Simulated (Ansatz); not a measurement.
# CH₆AlBSe: one species, many methods

How much do the methods differ for CH₆AlBSe? The plan is to run it at one geometry with functionals of several rungs and with coupled cluster, and see how far each lands from CCSD(T) at the basis-set limit for the atomisation energy.

Computed with Ansatz 0.2.0, Gaussian basis. Level: functionals in def2-TZVPP, the program's frozen cores in correlated methods.

Levels to be run: PBE-D4, r2SCAN-D4, PBE0-D4, B3LYP-D4, ωB97X-V, ωB97M-V, B2PLYP; CCSD(T)/def2-TZVPP; MP2/def2-QZVPP; extrapolation to the limit.

## (1) The relaxed structure

The geometry comes from an earlier relaxation with PBE0-D4 in a triple-zeta def2 set; it is a stationary point, not always the lowest conformer.

SMILES `C[Se][BH][AlH2]`, 10 atoms, charge 0, spin multiplicity 1.

Atoms are counted from 1 here; the program's logs count them from 0.

Bond lengths: C1–Se2 1.955 Å, C1–H5 1.089 Å, C1–H6 1.089 Å, C1–H7 1.089 Å, Se2–B3 1.889 Å, B3–Al4 2.108 Å, B3–H8 1.199 Å, Al4–H9 1.594 Å, Al4–H10 1.594 Å. Angles: Se2–C1–H5 107.9°, Se2–C1–H6 109.7°, Se2–C1–H7 109.7°, H5–C1–H6 109.2°, H5–C1–H7 109.2°, H6–C1–H7 111.0°, C1–Se2–B3 103.5°, Se2–B3–Al4 123.6°, Se2–B3–H8 110.6°, Al4–B3–H8 125.8°, B3–Al4–H9 121.3°, B3–Al4–H10 121.3°, H9–Al4–H10 117.3°.

As a file:

```xyz
10

C    -1.33034    0.29682   -1.06523
Se   -1.16134   -1.44548   -0.19472
B     0.41454   -1.27532    0.83225
Al    1.58366    0.47755    0.89275
H    -2.22065    0.27368   -1.69172
H    -1.44274    1.07493   -0.31149
H    -0.45757    0.48154   -1.69012
H     0.64147   -2.28981    1.42916
H     1.29856    1.62799    1.95838
H     2.75752    0.72699   -0.15615
```

## (2) PBE-D4 (GGA)

The input, in.yaml:

```yaml
crystal:
  periodic: [false, false, false]
  atoms:
    - {symbol: C, position_ang: [-1.330341, 0.296822, -1.065234]}
    - {symbol: Se, position_ang: [-1.161343, -1.445477, -0.194721]}
    - {symbol: B, position_ang: [0.414537, -1.275316, 0.832247]}
    - {symbol: Al, position_ang: [1.583655, 0.477553, 0.892754]}
    - {symbol: H, position_ang: [-2.220655, 0.273684, -1.691716]}
    - {symbol: H, position_ang: [-1.442739, 1.074929, -0.311493]}
    - {symbol: H, position_ang: [-0.457573, 0.481539, -1.690123]}
    - {symbol: H, position_ang: [0.641474, -2.289807, 1.429159]}
    - {symbol: H, position_ang: [1.298561, 1.627986, 1.958376]}
    - {symbol: H, position_ang: [2.757524, 0.726986, -0.156150]}
basis:
  gaussian: {orbitals: def2-TZVPP}
hamiltonian: {xc: pbe, dispersion: d4}
output: {forces: true, orbitals: {seedname: orbitals}}
```

Run with:

```
> ansatz run in.yaml --threads 4 --pin off --events-out ev --progress --plain --max-ram 10444MiB
```

The log of the run, shortened:

```text
Functional definition: PBE
  name "PBE"
  cite "Perdew, Burke & Ernzerhof, Phys. Rev. Lett. 77, 3865 (1996) doi:10.1103/PhysRevLett.77.3865"
  parent pbe
[...]
1359 factors; their error is unknown
[...]
mean field -73741.55709377 eV, -2709.9522393733 hartree, gradient 2.4e-5 eV, S^2 0.000000; 0 other end points of the search recorded, 0 dependent functions left out
[...]
reference -73741.55714416 eV, -2709.9522412253 hartree; 32, 32 occupied and 204, 204 virtual orbitals, 1359 factors
Total energy: -73741.77699758 eV, -2709.9603206895 hartree
Atom 0 at    -1.330341     0.296822    -1.065234 Å, force    -0.026045     0.121744    -0.071819 eV/Å
Atom 1 at    -1.161343    -1.445477    -0.194721 Å, force    -0.109993    -0.326492     0.063582 eV/Å
Atom 2 at     0.414537    -1.275316     0.832247 Å, force     0.125953     0.123751     0.036474 eV/Å
Atom 3 at     1.583655     0.477553     0.892754 Å, force    -0.064890    -0.119079     0.005392 eV/Å
Atom 4 at    -2.220655     0.273684    -1.691716 Å, force    -0.175793     0.004764    -0.127022 eV/Å
Atom 5 at    -1.442739     1.074929    -0.311493 Å, force    -0.016157     0.149498     0.144111 eV/Å
Atom 6 at    -0.457573     0.481539    -1.690123 Å, force     0.169143     0.037803    -0.115012 eV/Å
Atom 7 at     0.641474    -2.289807     1.429159 Å, force     0.022016    -0.116293     0.065211 eV/Å
Atom 8 at     1.298561     1.627986     1.958376 Å, force    -0.013930     0.093769     0.074481 eV/Å
Atom 9 at     2.757524     0.726986    -0.156150 Å, force     0.089697     0.030535    -0.075398 eV/Å
Dipole moment:    -0.191790     0.105286    -0.179450 e Å
```

Wall time 1.8 s (4 threads of Intel Xeon 6975P-C, shared host); peak memory 0.31 GiB.

With the free atoms at this level, -73709.013 eV in sum, the atomisation energy is 755.6 kcal/mol. HOMO -6.06 eV, LUMO -2.55 eV.

## (3) r2SCAN-D4 (meta-GGA)

Changes to in.yaml since step 2:

```diff
@@ -15,3 +15,3 @@
   gaussian: {orbitals: def2-TZVPP}
-hamiltonian: {xc: pbe, dispersion: d4}
+hamiltonian: {xc: r2scan, dispersion: d4}
 output: {forces: true, orbitals: {seedname: orbitals}}
```

Launched as before.

The log of the run, shortened:

```text
Functional definition: r2SCAN
  name "r2SCAN"
  cite "Furness, Kaplan, Ning, Perdew & Sun, J. Phys. Chem. Lett. 11, 8208 (2020) doi:10.1021/acs.jpclett.0c02405"
  cite "Furness, Kaplan, Ning, Perdew & Sun, J. Phys. Chem. Lett. 11, 9248 (2020) doi:10.1021/acs.jpclett.0c03077"
  parent r2scan
[...]
1359 factors; their error is unknown
[...]
mean field -73755.74412570 eV, -2710.4736031804 hartree, gradient 8.4e-5 eV, S^2 0.000000; 0 other end points of the search recorded, 0 dependent functions left out
[...]
reference -73755.74414063 eV, -2710.4736037291 hartree; 32, 32 occupied and 204, 204 virtual orbitals, 1359 factors
Total energy: -73755.79617768 eV, -2710.4755160554 hartree
Atom 0 at    -1.330341     0.296822    -1.065234 Å, force    -0.036639     0.192480    -0.109852 eV/Å
Atom 1 at    -1.161343    -1.445477    -0.194721 Å, force    -0.036445    -0.177194     0.050263 eV/Å
Atom 2 at     0.414537    -1.275316     0.832247 Å, force     0.094453     0.023128     0.058178 eV/Å
Atom 3 at     1.583655     0.477553     0.892754 Å, force    -0.010813    -0.019940     0.000252 eV/Å
Atom 4 at    -2.220655     0.273684    -1.691716 Å, force     0.025113     0.005226     0.016390 eV/Å
Atom 5 at    -1.442739     1.074929    -0.311493 Å, force     0.007437    -0.021694    -0.017191 eV/Å
Atom 6 at    -0.457573     0.481539    -1.690123 Å, force    -0.019687    -0.005672     0.020519 eV/Å
Atom 7 at     0.641474    -2.289807     1.429159 Å, force    -0.013199     0.013172    -0.015411 eV/Å
Atom 8 at     1.298561     1.627986     1.958376 Å, force     0.007845    -0.013143    -0.020659 eV/Å
Atom 9 at     2.757524     0.726986    -0.156150 Å, force    -0.018066     0.003637     0.017512 eV/Å
Dipole moment:    -0.163240     0.121657    -0.166582 e Å
```

Wall time 2.5 s (4 threads of Intel Xeon 6975P-C, shared host); peak memory 0.34 GiB.

Atomisation energy: 753.3 kcal/mol (free atoms -73723.131 eV, run apart). HOMO -6.31 eV, LUMO -2.35 eV.

## (4) PBE0-D4 (hybrid)

Changes to in.yaml since step 3:

```diff
@@ -15,3 +15,3 @@
   gaussian: {orbitals: def2-TZVPP}
-hamiltonian: {xc: r2scan, dispersion: d4}
-output: {forces: true, orbitals: {seedname: orbitals}}
+hamiltonian: {xc: pbe0, dispersion: d4}
+output: {orbitals: {seedname: orbitals}}
```

The command is unchanged.

The log of the run:

```text
Functional definition: PBE0
  name "PBE0"
  cite "Adamo & Barone, J. Chem. Phys. 110, 6158 (1999) doi:10.1063/1.478522"
  cite "Perdew, Burke & Ernzerhof, Phys. Rev. Lett. 77, 3865 (1996) doi:10.1103/PhysRevLett.77.3865"
  parent pbe
  parameter a = 0.25
  parameter kappa = 0.804
  parameter beta = 0.06672455060314922
  exchange = (1 - a)*pbe_x(kappa = kappa, mu = beta*pi^2/3) + a*exact_x
  correlation = pbe_c(beta = beta)
1415 factors; their error is unknown
mean field evaluation 1: about -73738.3542 eV, gradient 4.9e1 eV
mean field evaluation 2: about -73735.3415 eV, gradient 5.8e1 eV
mean field evaluation 4: about -73744.3237 eV, gradient 2.1e0 eV
mean field evaluation 8: about -73744.3320 eV, gradient 4.8e-2 eV
mean field evaluation 16: about -73744.7450 eV, gradient 3.5e-5 eV
mean field -73744.74500465 eV, -2710.0693929375 hartree, gradient 3.5e-5 eV, S^2 0.000000; 0 other end points of the search recorded, 0 dependent functions left out
reference -73744.74504211 eV, -2710.0693943142 hartree; 32, 32 occupied and 204, 204 virtual orbitals, 1415 factors
Total energy: -73744.93265961 eV, -2710.0762891301 hartree
```

Run time: 2.2 s. Hardware: 4 threads of Intel Xeon 6975P-C, shared host; peak memory 0.63 GiB.

With the free atoms at this level, -73712.486 eV in sum, the atomisation energy is 748.2 kcal/mol. HOMO -7.19 eV, LUMO -1.71 eV.

## (5) B3LYP-D4 (hybrid)

B3LYP here takes the VWN-RPA correlation.

Changes to in.yaml since step 4:

```diff
@@ -15,3 +15,3 @@
   gaussian: {orbitals: def2-TZVPP}
-hamiltonian: {xc: pbe0, dispersion: d4}
-output: {orbitals: {seedname: orbitals}}
+hamiltonian: {xc: {name: B3LYP}, dispersion: d4}
+output: {forces: true, orbitals: {seedname: orbitals}}
```

Same command.

The log of the run, shortened:

```text
Functional definition: B3LYP
  name "B3LYP"
  cite "Stephens, Devlin, Chabalowski & Frisch, J. Phys. Chem. 98, 11623 (1994) doi:10.1021/j100096a001"
  cite "Becke, Phys. Rev. A 38, 3098 (1988) doi:10.1103/PhysRevA.38.3098"
  cite "Lee, Yang & Parr, Phys. Rev. B 37, 785 (1988) doi:10.1103/PhysRevB.37.785"
  cite "Vosko, Wilk & Nusair, Can. J. Phys. 58, 1200 (1980) doi:10.1139/p80-159"
[...]
1405 factors; their error is unknown
[...]
mean field -73759.95920034 eV, -2710.6285043165 hartree, gradient 3.7e-5 eV, S^2 0.000000; 0 other end points of the search recorded, 0 dependent functions left out
[...]
reference -73759.95950569 eV, -2710.6285155380 hartree; 32, 32 occupied and 204, 204 virtual orbitals, 1405 factors
Total energy: -73760.31842725 eV, -2710.6417056619 hartree
Atom 0 at    -1.330341     0.296822    -1.065234 Å, force    -0.045541     0.314284    -0.168810 eV/Å
Atom 1 at    -1.161343    -1.445477    -0.194721 Å, force    -0.151388    -0.328015     0.035048 eV/Å
Atom 2 at     0.414537    -1.275316     0.832247 Å, force     0.196186    -0.079419     0.173706 eV/Å
Atom 3 at     1.583655     0.477553     0.892754 Å, force     0.062775     0.051126     0.020903 eV/Å
Atom 4 at    -2.220655     0.273684    -1.691716 Å, force     0.061908     0.017146     0.037480 eV/Å
Atom 5 at    -1.442739     1.074929    -0.311493 Å, force     0.009544    -0.036140    -0.070489 eV/Å
Atom 6 at    -0.457573     0.481539    -1.690123 Å, force    -0.069375     0.010999     0.039167 eV/Å
Atom 7 at     0.641474    -2.289807     1.429159 Å, force    -0.013474     0.123878    -0.063472 eV/Å
Atom 8 at     1.298561     1.627986     1.958376 Å, force     0.018408    -0.064296    -0.065363 eV/Å
Atom 9 at     2.757524     0.726986    -0.156150 Å, force    -0.069044    -0.009562     0.061830 eV/Å
Dipole moment:    -0.159050     0.106345    -0.157063 e Å
```

Run time: 3.3 s. Hardware: 4 threads of Intel Xeon 6975P-C, shared host; peak memory 0.69 GiB.

With the free atoms at this level, -73727.879 eV in sum, the atomisation energy is 748.1 kcal/mol. HOMO -7.00 eV, LUMO -1.84 eV.

## (6) ωB97X-V (range-separated)

Changes to in.yaml since step 5:

```diff
@@ -15,3 +15,3 @@
   gaussian: {orbitals: def2-TZVPP}
-hamiltonian: {xc: {name: B3LYP}, dispersion: d4}
-output: {forces: true, orbitals: {seedname: orbitals}}
+hamiltonian: {xc: {name: wB97X-V}}
+output: {orbitals: {seedname: orbitals}}
```

The command is unchanged.

The log of the run, shortened:

```text
Functional definition: wB97X-V
  name "wB97X-V"
  cite "Mardirossian & Head-Gordon, Phys. Chem. Chem. Phys. 16, 9904 (2014) doi:10.1039/C3CP54374A"
  cite "Becke, J. Chem. Phys. 107, 8554 (1997) doi:10.1063/1.475007"
  cite "Vydrov & Van Voorhis, J. Chem. Phys. 133, 244103 (2010) doi:10.1063/1.3521275"
[...]
      + integral(e_c_pw_opposite_spin*poly(b97_u_opposite, cos0, cos1)) + vv10(b, c)
1400 factors; their error is unknown
334 factors; integrals over basis functions are off by at most 1.1e-5 eV
[...]
mean field -73750.48638321 eV, -2710.2803847079 hartree, gradient 1.5e-5 eV, S^2 0.000000; 0 other end points of the search recorded, 0 dependent functions left out
reference -73750.48638081 eV, -2710.2803846197 hartree; 32, 32 occupied and 204, 204 virtual orbitals, 1400 factors
Total energy: -73750.48638081 eV, -2710.2803846197 hartree
```

Wall time 4.7 s (4 threads of Intel Xeon 6975P-C, shared host); peak memory 0.78 GiB.

Atomisation energy: 750.3 kcal/mol (free atoms -73717.950 eV, run apart). HOMO -9.46 eV, LUMO 0.27 eV.

## (7) ωB97M-V (range-separated)

Changes to in.yaml since step 6:

```diff
@@ -15,3 +15,3 @@
   gaussian: {orbitals: def2-TZVPP}
-hamiltonian: {xc: {name: wB97X-V}}
-output: {orbitals: {seedname: orbitals}}
+hamiltonian: {xc: {name: wB97M-V}}
+output: {forces: true, orbitals: {seedname: orbitals}}
```

Same command.

The log of the run, shortened:

```text
Functional definition: wB97M-V
  name "wB97M-V"
  cite "Mardirossian & Head-Gordon, J. Chem. Phys. 144, 214110 (2016) doi:10.1063/1.4952647"
  cite "Becke, J. Chem. Phys. 107, 8554 (1997) doi:10.1063/1.475007"
  cite "Vydrov & Van Voorhis, J. Chem. Phys. 133, 244103 (2010) doi:10.1063/1.3521275"
  # Of w^i u^j: cxij and so on, Table III.
[...]
  gx(w, u) = 1 - cx + cx01*u + cx10*w
  gss(w, u) = css00 + css04*u^4 + css10*w + css20*w^2 + css43*w^4*u^3
  gos(w, u) = cos00 + cos10*w + (cos20 + cos21*u)*w^2 + (cos60 + cos61*u)*w^6
[...]
      + integral(e_c_pw_mod_opposite_spin*gos(b97_w_opposite, b97_u_opposite)) + vv10(b, c)
1370 factors; their error is unknown
334 factors; integrals over basis functions are off by at most 1.1e-5 eV
[...]
Atom 0 at    -1.330341     0.296822    -1.065234 Å, force     0.014554     0.043652    -0.008808 eV/Å
Atom 1 at    -1.161343    -1.445477    -0.194721 Å, force    -0.006189    -0.039189     0.011622 eV/Å
Atom 2 at     0.414537    -1.275316     0.832247 Å, force     0.035319    -0.070226     0.057432 eV/Å
Atom 3 at     1.583655     0.477553     0.892754 Å, force     0.053951     0.108954    -0.009997 eV/Å
Atom 4 at    -2.220655     0.273684    -1.691716 Å, force     0.086260     0.020202     0.053241 eV/Å
Atom 5 at    -1.442739     1.074929    -0.311493 Å, force     0.009124    -0.049749    -0.072569 eV/Å
Atom 6 at    -0.457573     0.481539    -1.690123 Å, force    -0.075493     0.001220     0.045727 eV/Å
Atom 7 at     0.641474    -2.289807     1.429159 Å, force    -0.024187     0.137873    -0.077017 eV/Å
Atom 8 at     1.298561     1.627986     1.958376 Å, force     0.028349    -0.123115    -0.108764 eV/Å
Atom 9 at     2.757524     0.726986    -0.156150 Å, force    -0.121688    -0.029622     0.109134 eV/Å
Dipole moment:    -0.143343     0.110260    -0.147774 e Å
```

It took 7.5 s on 4 threads of Intel Xeon 6975P-C, shared host; peak memory 0.88 GiB.

Atomisation energy: 746.9 kcal/mol (free atoms -73720.163 eV, run apart). HOMO -9.26 eV, LUMO 0.00 eV.

## (8) B2PLYP (double hybrid)

Changes to in.yaml since step 7:

```diff
@@ -15,3 +15,2 @@
   gaussian: {orbitals: def2-TZVPP}
-hamiltonian: {xc: {name: wB97M-V}}
-output: {forces: true, orbitals: {seedname: orbitals}}
+hamiltonian: {xc: {name: B2PLYP}}
```

Launched as before.

The log of the run, shortened:

```text
Functional definition: B2PLYP
  name "B2PLYP"
  cite "Grimme, J. Chem. Phys. 124, 034108 (2006) doi:10.1063/1.2148954"
  cite "Becke, Phys. Rev. A 38, 3098 (1988) doi:10.1103/PhysRevA.38.3098"
  cite "Lee, Yang & Parr, Phys. Rev. B 37, 785 (1988) doi:10.1103/PhysRevB.37.785"
[...]
1417 factors; integrals over basis functions are off by at most 8.6e-4 eV
[...]
mean field -73736.96424743 eV, -2709.7834553836 hartree, gradient 7.7e-6 eV, S^2 0.000000; 0 other end points of the search recorded, 0 dependent functions left out
16 core orbitals not correlated: weight in the atoms' cores, before any rotation towards them, 1.000 or more for the frozen orbitals, at most 0.000 for the correlated occupied ones
reference -73736.96443991 eV, -2709.7834624570 hartree; 16, 16 occupied and 204, 204 virtual orbitals, 1417 factors
second order -21.05760484 eV of doubles, -0.00000000 eV of singles
Total energy: -73742.64999322 eV, -2709.9924026872 hartree
```

Run time: 3.6 s. Hardware: 4 threads of Intel Xeon 6975P-C, shared host; peak memory 0.62 GiB.

Atomisation energy: 738.4 kcal/mol (free atoms -73710.628 eV, run apart).

## (9) Orbital energies across the functionals

Dipoles come from the runs that computed forces. Levels, from each run's orbital file:

```tsv
functional	HOMO (eV)	LUMO (eV)	gap (eV)	dipole (D)
PBE-D4	-6.06	-2.55	3.51	1.36
r2SCAN-D4	-6.31	-2.35	3.96	1.26
PBE0-D4	-7.19	-1.71	5.48	
B3LYP-D4	-7.00	-1.84	5.16	1.19
ωB97X-V	-9.46	0.27	9.73	
ωB97M-V	-9.26	0.00	9.26	1.12
```

## (10) CCSD(T) in def2-TZVPP

Changes to in.yaml since step 8:

```diff
@@ -15,2 +15,2 @@
   gaussian: {orbitals: def2-TZVPP}
-hamiltonian: {xc: {name: B2PLYP}}
+correlation: {method: ccsd_t}
```

Launched as before.

The log of the run, shortened:

```text
Functional definition: HF
  name "HF"
  cite "Fock, Z. Phys. 61, 126 (1930) doi:10.1007/BF01340294"
  parent pbe
[...]
1417 factors; integrals over basis functions are off by at most 8.6e-4 eV
[...]
mean field -73683.53048471 eV, -2707.8198008223 hartree, gradient 3.0e-6 eV, S^2 0.000000; 0 other end points of the search recorded, 0 dependent functions left out
16 core orbitals not correlated: weight in the atoms' cores, before any rotation towards them, 1.000 or more for the frozen orbitals, at most 0.000 for the correlated occupied ones
reference -73683.53048471 eV, -2707.8198008223 hartree; 16, 16 occupied and 204, 204 virtual orbitals, 1417 factors
second order -17.26699586 eV of doubles, -0.00000000 eV of singles
cycle   1  -17.87375489 eV  change   -6.1e-1 eV  update   1.0e-1
[...]
cycle  10  -18.50303988 eV  change    3.8e-5 eV  update   2.2e-5
perturbative correction -0.73117699 eV, -0.0268702589 hartree
Total energy: -73702.76470158 eV, -2708.5266452550 hartree
```

It took 36 s on 4 threads of Intel Xeon 6975P-C, shared host; peak memory 4.4 GiB.

## (11) MP2 in def2-QZVPP

Changes to in.yaml since step 10:

```diff
@@ -14,3 +14,3 @@
 basis:
-  gaussian: {orbitals: def2-TZVPP}
-correlation: {method: ccsd_t}
+  gaussian: {orbitals: "def2-QZVPP.json"}
+correlation: {method: mp2}
```

Same command.

The log of the run:

```text
Functional definition: HF
  name "HF"
  cite "Fock, Z. Phys. 61, 126 (1930) doi:10.1007/BF01340294"
  parent pbe
  exchange = exact_x
  correlation = 0
2723 factors; integrals over basis functions are off by at most 8.7e-4 eV
mean field evaluation 1: about -73682.7713 eV, gradient 2.4e1 eV
mean field evaluation 2: about -73682.9155 eV, gradient 2.4e1 eV
mean field evaluation 4: about -73685.0397 eV, gradient 3.6e0 eV
mean field evaluation 8: about -73685.0888 eV, gradient 2.6e-1 eV
mean field -73685.08951627 eV, -2707.8770941754 hartree, gradient 9.0e-6 eV, S^2 0.000000; 0 other end points of the search recorded, 0 dependent functions left out
16 core orbitals not correlated: weight in the atoms' cores, before any rotation towards them, 1.000 or more for the frozen orbitals, at most 0.000 for the correlated occupied ones
reference -73685.08951627 eV, -2707.8770941754 hartree; 16, 16 occupied and 421, 421 virtual orbitals, 2723 factors
second order -26.14126280 eV of doubles, -0.00000000 eV of singles
Total energy: -73711.23077907 eV, -2708.8377678641 hartree
```

Wall time 15 s (4 threads of Intel Xeon 6975P-C, shared host); peak memory 2.6 GiB.

The pieces so far (eV):

```tsv
basis	HF	MP2 correlation	CCSD correlation	(T)	total
def2-TZVPP	-73683.5305	-17.2670	-18.5030	-0.7312	-73702.7647
def2-QZVPP	-73685.0895	-26.1413			-73711.2308 (MP2)
```

The report of the def2-TZVPP run gives T1 = 0.0138.

## (12) From triple and quadruple zeta to the limit

No new run: Hartree-Fock is extrapolated as exp(−7.88√X) and correlation as X^−2.97, with X = 3 and 4; only MP2 was run in the larger set, so CCSD(T) minus MP2 is added from the smaller one.

```tsv
level	energy at the limit (eV)
HF	-73685.3043
MP2	-73718.0190
CCSD	-73719.2551
CCSD(T)	-73719.9863
```

This is no true limit for total energies: MP2 correlation changes by a factor of 1.51 from triple to quadruple zeta (about 1.07 in light molecules), because outer-core shells are correlated in sets not made for them. Much of that cancels between molecule and atoms or ions.

## (13) The ladder

Atomisation energy = energies of 1 C, 1 Se, 1 B, 1 Al, 6 H (separate runs, same level) minus the molecule's; electronic only, no spin-orbit term.

Differences are taken before rounding.

```tsv
method	rung	atoms, summed (eV)	atomisation energy (kcal/mol)	from CCSD(T)/CBS (kcal/mol)	time
PBE-D4	GGA	-73709.013	755.6	+7.6	1.8 s
r2SCAN-D4	meta-GGA	-73723.131	753.3	+5.3	2.5 s
PBE0-D4	hybrid	-73712.486	748.2	+0.2	2.2 s
B3LYP-D4	hybrid	-73727.879	748.1	+0.1	3.3 s
ωB97X-V	range-separated	-73717.950	750.3	+2.3	4.7 s
ωB97M-V	range-separated	-73720.163	746.9	-1.1	7.5 s
B2PLYP	double hybrid	-73710.628	738.4	-9.5	3.6 s
HF/def2-TZVPP	wavefunction	-73659.189	561.3	-186.7	
MP2/def2-TZVPP	wavefunction	-73668.947	734.5	-13.5	
CCSD/def2-TZVPP	wavefunction	-73670.784	720.6	-27.4	
CCSD(T)/def2-TZVPP	wavefunction	-73671.079	730.7	-17.3	36 s
MP2/CBS	wavefunction	-73685.418	751.8	+3.8	
CCSD(T)/CBS	wavefunction	-73687.550	748.0	0	50 s
```

Among the levels timed on like hardware and quicker than the yardstick, those that no quicker one beats, quickest first: PBE-D4 (1.8 s, +7.6 kcal/mol); PBE0-D4 (2.2 s, +0.2 kcal/mol); B3LYP-D4 (3.3 s, +0.1 kcal/mol).

B2PLYP carry no dispersion term (for B3LYP, D4 adds 8.3 kcal/mol).

Times are those of the molecule's run; HF, MP2 and CCSD come out of the CCSD(T) runs, and the limit's time is the sum of the runs that it needs.

## (14) Summary of results

| quantity | value |
| --- | --- |
| atomisation energy, CCSD(T)/CBS | 748.0 kcal/mol |
| functionals within 7.5 kcal/mol (1.0 %) | r2SCAN-D4, PBE0-D4, B3LYP-D4, ωB97X-V, ωB97M-V |
| farthest | B2PLYP (-9.5 kcal/mol) |
| mean size of error, hybrid | 0.2 kcal/mol |
| mean size of error, range-separated | 1.7 kcal/mol |
| gap, smallest and largest | 3.51 eV (PBE-D4), 9.73 eV (ωB97X-V) |
| T1 diagnostic | 0.0138 |
| triples share of the correlation energy | 3.8 % |

PBE-D4 misses by +7.6 kcal/mol. Double hybrids carry the basis error of their MP2 part in triple zeta, and no dispersion term here, so their miss is partly the set-up's. Misses under about 7.5 kcal/mol are within the doubt on the reference itself, which lacks core-valence correlation, relativity and higher excitations, and its outer-core shells are covered unevenly. All levels share the lack of spin-orbit coupling, which lowers the free heavy atoms and so the true binding. Hartree-Fock recovers 75 % of the binding; the rest is correlation. The gap grows from 3.5 to 9.7 eV across the functionals, mostly with the share of exact exchange. Correlated methods include outer-core shells of Se, which these sets cover unevenly.

For cost: B3LYP-D4 gets within 0.1 kcal/mol in 3.3 s, where CCSD(T)/CBS took 50 s; the quickest level in the cost chart, PBE-D4, takes 1.8 s and misses by 7.6 kcal/mol.
